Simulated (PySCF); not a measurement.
# Zr(OH)₃: doublet, from a trigonal planar start

Where does doublet Zr(OH)₃ go from a trigonal planar start, is the end point a minimum, and what are its modes, charges and moments?

Program: PySCF 2.14.0. Level of theory: PBE0, basis Zr def2-TZVP with ECP28, O def2-TZVP, H def2-TZVP, scalar-relativistic core potentials, no spin–orbit coupling, density fitting. These are calculated values, not measurements.

### 1 Where the work starts

7 atoms, charge 0, spin multiplicity 2.

Bond lengths: Zr1–O2 2.170 Å, Zr1–O3 2.170 Å, Zr1–O4 2.170 Å, O2–H5 0.960 Å, O3–H6 0.960 Å, O4–H7 0.960 Å. Angles: O2–Zr1–O3 120.0°, O2–Zr1–O4 120.0°, O3–Zr1–O4 120.0°, Zr1–O2–H5 130.0°, Zr1–O3–H6 130.0°, Zr1–O4–H7 130.0°.

Coordinates in bohr (charge 0 multiplicity 2):
```
Zr    0.0000    0.0000    0.0000
O     4.1007    0.0000    0.0000
O    -2.0504    3.5514    0.0000
O    -2.0504   -3.5514    0.0000
H     5.2669   -1.3897    0.0000
H    -1.4300    5.2561    0.0000
H    -3.8369   -3.8664    0.0000
```

### 2 The SCF at the typed geometry

One driver script runs all steps and calls PySCF; scf.py shows how it sets up the SCF of each step. The optimiser is the driver's own. After this first run the driver tries any further starts and a stability analysis.

The input, scf.py:

```python
from pyscf import gto, scf, dft
mol = gto.M(atom='''
Zr     0.000000     0.000000     0.000000
O      2.170000     0.000000     0.000000
O     -1.085000     1.879300     0.000000
O     -1.085000    -1.879300     0.000000
H      2.787100    -0.735400     0.000000
H     -0.756700     2.781400     0.000000
H     -2.030400    -2.046000     0.000000''',
    basis={'Zr': 'def2-TZVP', 'O': 'def2-TZVP', 'H': 'def2-TZVP'},
    ecp={'Zr': 'def2-TZVP'},
    charge=0, spin=1)
mf = dft.UKS(mol, xc='PBE0')
mf.grids.atom_grid = (50, 194)
aux = {'Zr': 'def2-universal-JKFIT', 'O': 'def2-universal-JKFIT', 'H': 'def2-universal-JKFIT'}
mf = mf.density_fit(auxbasis=aux)
mf.conv_tol = 1e-08
mf.diis_space = 10
mf.max_cycle = 60
mf.init_guess = 'minao'
mf.verbose = 4
mf.kernel()
```

Launch:

```console
OMP_NUM_THREADS=4 python axn.py task.json out
```

Further steps of the session: Relaxing the doublet from the trigonal planar start; Is it a minimum? Harmonic modes.

Q: Predict the outcome of this session. Wanted: minimum; geometry; wavenumbers; dipole moment; highest occupied, lowest empty level; polar-tensor charge of Zr1; zero-point energy; atomisation energy; ⟨S²⟩.

As calculated:

| quantity | value |
| --- | --- |
| minimum | doublet, D3h |
| geometry | O–H 0.952 Å (×3), Zr–O 1.926 Å (×3); H–O–Zr 180.0° (×3), O–Zr–O 120.0° (×3) |
| wavenumbers (cm⁻¹) | 67 (a2''), 91 (a2'), 154 (e'), 258 (e'), 361 (e''), 378 (a2''), 685 (a1'), 704 (e'), 4011 (e'), 4014 (a1') |
| dipole moment | 0.00 D |
| highest occupied, lowest empty level (either spin) | -4.48, -1.17 eV |
| polar-tensor charge of Zr1 | +1.73 e |
| zero-point energy | 97.0 kJ/mol |
| entropy at 298.15 K | 357.0 J/(mol K) |
| atomisation energy (no zero-point energy) | 2898 kJ/mol |
| ⟨S²⟩ | 0.752 |

**Reading.** From C3h at the start the molecule goes to a D3h minimum. The strongest infrared band lies at 4011 cm⁻¹ (e'). The dipole vanishes although Zr1 carries +1.7 e by the polar tensor: the bond dipoles cancel. Most of the spin sits on Zr1 (Mulliken spin 1.06, against 1 for the whole molecule). Only this shape and spin were tried, so other structures or states may lie lower. Open d and f shells are described by one determinant, and the ground state may have another occupation or spin.
